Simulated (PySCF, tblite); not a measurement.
**C11H12O: geometry, infrared bands, NMR shifts, spin-spin couplings and electronic excitations**

Wanted: the infrared bands, NMR shifts, spin-spin couplings and electronic excitations of C11H12O (`CCC(=O)/C=C/c1ccccc1`), by calculation.

The runs use tblite 0.8.0 and PySCF 2.14.0, with density-fitted response routines of our own; the level of theory stands in each step. All values are computed, except where a source is named. Atoms are numbered from 0 throughout.

## 1. Starting geometry

24 atoms, charge 0, multiplicity 1; geometry from: force field or distance geometry start.

Bonds of the start (Å): C0–C1 1.53, C1–C2 1.51, C2–O3 1.22, C2–C4 1.50, C4–C5 1.34, C5–C6 1.46, C6–C7 1.39, C7–C8 1.40, C8–C9 1.40, C9–C10 1.39, C10–C11 1.40, C11–C6 1.41, C0–H12 1.10, C0–H13 1.09, C0–H14 1.11, C1–H15 1.08, C1–H16 1.09, C4–H17 1.09, C5–H18 1.10, C7–H19 1.08, C8–H20 1.09, C9–H21 1.09, C10–H22 1.08, C11–H23 1.09.

## 2. Relaxing the molecule with GFN2-xTB

What the job is given:

```
{"job": {"kind": "relax", "xc": "GFN2-xTB", "basis": "xTB"}, "charge": 0, "multiplicity": 1}
C      4.056600     1.624100     1.804300
C      3.065900     1.203600     0.714400
C      1.750200     0.736600     1.296600
O      1.497900     0.726800     2.488400
C      0.722500     0.304900     0.298500
C     -0.484900    -0.129000     0.689600
C     -1.529500    -0.587500    -0.228100
C     -1.774900     0.037100    -1.449800
C     -2.803200    -0.426900    -2.283900
C     -3.604600    -1.500900    -1.886100
C     -3.374200    -2.118300    -0.664500
C     -2.348900    -1.663500     0.170200
H      4.254800     0.802900     2.503000
H      4.997100     1.950100     1.355600
H      3.641600     2.466800     2.395200
H      2.884100     2.042700     0.060900
H      3.506300     0.377200     0.152700
H      1.012600     0.341500    -0.751400
H     -0.719400    -0.176000     1.759600
H     -1.187500     0.889500    -1.768800
H     -2.997200     0.073100    -3.232800
H     -4.401400    -1.850200    -2.534700
H     -3.985900    -2.943900    -0.336300
H     -2.189800    -2.161000     1.123800
```

On the command line:

```bash
$ OMP_NUM_THREADS=2 python probes_run.py task.json out
```

This one command runs all jobs of the session in turn.

**Question.** This job is followed by: GFN2-xTB harmonic vibrations, gas phase; PBE0-D3(BJ)/def2-SVP geometry optimisation, gas phase; GIAO PBE0/pcSseg-1 NMR shielding, non-relativistic, gas phase; B3LYP/pcJ-1 indirect spin-spin coupling, non-relativistic, gas phase; TDDFT B3LYP/def2-SVPD, vertical, gas phase, core orbitals frozen in the response; GIAO wB97X-D/pcSseg-1 NMR shielding, non-relativistic, gas phase. What will the session give for the following? strongest single infrared mode (GFN2-xTB); zero-point energy (GFN2-xTB); point group; rotational constants (main isotopes); ¹³C shifts against TMS (PBE0/pcSseg-1, means over atoms taken as alike); ¹H shifts against TMS (PBE0/pcSseg-1, means over atoms taken as alike); ¹⁷O shifts against H2O (PBE0/pcSseg-1); largest coupling of the table (B3LYP/pcJ-1); lowest singlet (B3LYP/def2-SVPD); brightest single state of those computed; lowest triplet; range of the shift of O3.

As calculated:

| quantity | value |
| --- | --- |
| strongest single infrared mode (GFN2-xTB) | 1625 cm⁻¹, 236 km/mol |
| zero-point energy (GFN2-xTB) | 121.9 kcal/mol |
| point group | C1 |
| rotational constants (main isotopes) | 3.44, 0.35, 0.32 GHz |
| ¹³C shifts against TMS (PBE0/pcSseg-1, means over atoms taken as alike) | 200.3, 149.7, 138.8, 136.8, 135.0, 134.3, 125.7, 39.9, 9.1 ppm |
| ¹H shifts against TMS (PBE0/pcSseg-1, means over atoms taken as alike) | 7.87, 7.78, 7.53, 7.49, 6.77, 2.44, 1.15 ppm |
| ¹⁷O shifts against H2O (PBE0/pcSseg-1) | 608.7 ppm |
| largest coupling of the table (B3LYP/pcJ-1) | ¹J(C,H) C9–H21, 168.1 Hz |
| lowest singlet (B3LYP/def2-SVPD) | 3.45 eV (360 nm), f = 0.000 |
| brightest single state of those computed | state 2, 4.24 eV, f = 0.669 |
| lowest triplet | 2.73 eV |
| range of the shift of O3 | 604.0 to 608.7 ppm |

**Reading.** Over 122 steps the energy fell by 0.123 eV; of the close pairs, C2–C4 changed most, 1.496 to 1.471 Å (GFN2-xTB). All 66 modes are real, so the xTB geometry is a minimum. The strongest single mode, at 1625 cm⁻¹, moves mainly C5 and C4. GFN2-xTB is a fitted tight-binding method: band positions and strengths are rough. Its intensities can rank the bands wrongly. The start of the PBE0/def2-SVP relaxation was shaken at random by about 0.01 Å, so part of the energy gained, and of the first lengths quoted, undoes that. The optimisation took 6 steps and gained 0.286 eV; among the close pairs (by a distance rule), C0–H12 changed most, from 1.035 to 1.099 Å (PBE0/def2-SVP). No frequency check was run at this level, so the end point may be a saddle. H18 (hydrogen on a β carbon of a C=C–C=O unit) lies farthest downfield among hydrogen, at 7.87 ppm; attached to an sp2 carbon and in the plane of the double bond. At PBE0/pcSseg-1: The widest tensor belongs to O3: span 1260 ppm, with a paramagnetic part of -679 ppm. NICS(1)zz of -26 ppm above the planar ring from C6 marks a diatropic (aromatic) ring current. Couplings across rotatable bonds belong to this one conformer; where others are populated, the observed values are averages. Across the 2 runs the shift of O3 moves most, between 604.0 (wB97X-D/pcSseg-1) and 608.7 ppm (PBE0/pcSseg-1). These values are for one conformer; the search (at its own cheap level) found 1 more, at 1.40 kcal/mol, and measured spectra average over such forms.
